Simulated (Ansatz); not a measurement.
# CH4Zn: the cost of one run

All numbers below are computed with Ansatz 0.2.0 (RKS revPBE-D4/def2-SVP).

## Step 1: The starting structure

Bond lengths: C1–Zn2 1.778 Å, C1–H3 1.025 Å, C1–H4 1.058 Å, C1–H5 1.162 Å, Zn2–H6 0.695 Å. Angles: C1–Zn2–H6 136.7°, Zn2–C1–H3 110.6°, Zn2–C1–H4 119.7°, Zn2–C1–H5 99.2°, H3–C1–H4 110.5°, H3–C1–H5 109.5°, H4–C1–H5 106.3°.

As a file:

```xyz
6

C    -0.1135   -0.3553   -0.3505
Zn    0.4773    0.8446    0.8205
H     0.6265   -1.0252   -0.5843
H    -1.0255   -0.8590   -0.1691
H    -0.3026    0.3464   -1.2572
H     0.3798    0.9845    1.4944
```

## Step 2: Relaxing the start

input.yaml reads:

```yaml
crystal:
  periodic: [false, false, false]
  atoms:
    - { symbol: C, position_ang: [-0.1135, -0.3553, -0.3505] }
    - { symbol: Zn, position_ang: [0.4773, 0.8446, 0.8205] }
    - { symbol: H, position_ang: [0.6265, -1.0252, -0.5843] }
    - { symbol: H, position_ang: [-1.0255, -0.859, -0.1691] }
    - { symbol: H, position_ang: [-0.3026, 0.3464, -1.2572] }
    - { symbol: H, position_ang: [0.3798, 0.9845, 1.4944] }
basis:
  gaussian: { orbitals: def2-SVP }
hamiltonian:
  xc: revpbe
  dispersion: d4
relax:
  f_tol: 0.02
  max_steps: 40
```

Run with:

```
$ ansatz run input.yaml --threads 1 --pin off --max-ram 2048MiB --backend cpu --events-out ev --progress --plain --runs-dir out
```

**Question.** How long does this run take on 1 thread of Arm Neoverse V2, shared host, and how much memory does it need?

About 12 s, with a peak of 0.11 GiB.
